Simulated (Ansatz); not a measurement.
# TiTe2: the cost of one run

Program: Ansatz 0.2.0. Level of theory: DFT PBE+D3(BJ), scalar-relativistic, plane waves, PAW. These are calculated values, not measurements.

## Step 1: The starting structure

The structure is trigonal, space group P-3m1 (No. 164). Conventional cell: a = 3.777 Å, b = 3.777 Å, c = 6.498 Å, α = 90.00°, β = 90.00°, γ = 120.00°. Around Ti (site symmetry -3m) lie 6 Te at 2.77 Å. Te (site symmetry 3m) is surrounded by 3 Ti at 2.77 Å.

Structure file:

```
CELL_PARAMETERS angstrom
3.77700 0.00000 0.00000
-1.88850 3.27098 0.00000
0.00000 0.00000 6.49800
ATOMIC_POSITIONS crystal
Ti 0.00000 0.00000 0.00000
Te 0.66667 0.33333 0.26280
Te 0.33333 0.66667 0.73720
```

The structure rests on an entry of the Crystallography Open Database; cell or positions may have been set otherwise for this series.

## Step 2: Relaxing cell and atoms: TiTe2, no spin

input.yaml

```yaml
crystal:
  lattice:
    - [3.777, 0.0, 0.0]
    - [-1.8885, 3.2709779501, 0.0]
    - [0.0, 0.0, 6.498]
  atoms:
    - { symbol: Ti, position: [0.0, 0.0, 0.0] }
    - { symbol: Te, position: [0.6666666667, 0.3333333333, 0.2628] }
    - { symbol: Te, position: [0.3333333333, 0.6666666667, 0.7372] }
scf:
  occupations: { method: gaussian, width: 0.05 }
output:
  forces: true
  stress: true
  eigenvalues: true
  write_density: true
  write_potential: true
  elf: true
  volumetric_format: npy
hamiltonian:
  xc: pbe
  dispersion: d3bj
relax:
  f_tol: 0.001
  max_steps: 60
  cell: { stress_tol: 0.03 }
kpoints:
  mp_grid: { grid: [12, 12, 8] }
```

On the command line:

```console
$ ansatz run input.yaml --threads 8 --pin off --max-ram 20480MiB --backend cpu --events-out ev --progress --plain --runs-dir out
```

Q: Estimate wall time and peak memory on 8 threads of Arm Neoverse V1, shared host.

About 17 s, with a peak of 0.54 GiB.
